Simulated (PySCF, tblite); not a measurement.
# C5H6BN: geometry, infrared bands and NMR shifts

Aim: predict the infrared bands and NMR shifts of C5H6BN (`CC#CC#CBN`).

The runs use tblite 0.8.0 and PySCF 2.14.0, with density-fitted response routines of our own; the level of theory stands in each step. All values are computed, except where a source is named. Atoms count from 0, in the outputs and in this text.

## (1) The molecule as given

13 atoms, charge 0, multiplicity 1; geometry from: force field or distance geometry start.

Bonds of the start (Å): C0–C1 1.45, C1–C2 1.22, C2–C3 1.40, C3–C4 1.21, C4–B5 1.53, B5–N6 1.53, C0–H7 1.10, C0–H8 1.11, C0–H9 1.12, B5–H10 1.18, N6–H11 1.05, N6–H12 1.04.

## (2) Relaxing the molecule with GFN2-xTB

What the job is given:

```
{"job": {"kind": "relax", "xc": "GFN2-xTB", "basis": "xTB"}, "charge": 0, "multiplicity": 1}
C     -3.855300     0.148000     0.116000
C     -2.408500     0.119000     0.188800
C     -1.191300     0.080800     0.269100
C      0.207700     0.056800     0.335800
C      1.410200     0.017500     0.418800
B      2.937800    -0.019900     0.493200
N      3.778100     0.033500    -0.779100
H     -4.205500    -0.591600    -0.621600
H     -4.186900     1.160200    -0.194800
H     -4.300200    -0.088200     1.115100
H      3.466000    -0.052400     1.552300
H      3.567400    -0.845000    -1.310300
H      4.775900    -0.018200    -0.479600
```

Command:

```console
> OMP_NUM_THREADS=1 python probes_run.py task.json out
```

This one command runs all jobs of the session in turn.

**Question.** This job is followed by: GFN2-xTB harmonic vibrations, gas phase; GIAO PBE0/pcSseg-1 NMR shielding, non-relativistic, gas phase. Predict these results of the whole session: strongest single infrared mode (GFN2-xTB); zero-point energy (GFN2-xTB); 13C shifts against TMS (PBE0/pcSseg-1); 1H shifts against TMS (PBE0/pcSseg-1, means over atoms taken as alike); 11B shifts against BF3·OEt2 (PBE0/pcSseg-1); 15N shifts against NH3 (PBE0/pcSseg-1); surface potential, 1st and 99th percentile.

The runs gave:

| quantity | value |
| --- | --- |
| strongest single infrared mode (GFN2-xTB) | 1368 cm⁻¹, 317 km/mol |
| zero-point energy (GFN2-xTB) | 59.2 kcal/mol |
| 13C shifts against TMS (PBE0/pcSseg-1) | 101.7, 88.0, 87.2, 72.8, 5.9 ppm |
| 1H shifts against TMS (PBE0/pcSseg-1, means over atoms taken as alike) | 4.55, 4.40, 2.19 ppm |
| 11B shifts against BF3·OEt2 (PBE0/pcSseg-1) | 26.4 ppm |
| 15N shifts against NH3 (PBE0/pcSseg-1) | 123.0 ppm |
| surface potential, 1st and 99th percentile | -1.00 V and 1.72 V |

In words: Over 67 steps the energy fell by 0.834 eV; of the close pairs, B5–N6 changed most, 1.526 to 1.386 Å. The lowest mode is imaginary (36i cm⁻¹), so the xTB geometry is not a minimum. The strongest single mode, at 1368 cm⁻¹, is spread over many atoms; the largest shares are those of B5, N6. GFN2-xTB is a fitted tight-binding method: band positions and strengths are rough. Its intensities can rank the bands wrongly. At PBE0/pcSseg-1: Shielding is most anisotropic at C4 (span 299 ppm, paramagnetic term -164 ppm). At PBE0/pcSseg-1, counted by nearest atom on the grid, the HOMO lies on C1, C4 about 27 % each; C2, C3 about 17 % each, the LUMO on B5 20 %; C1, C3, C4 about 18 % each.
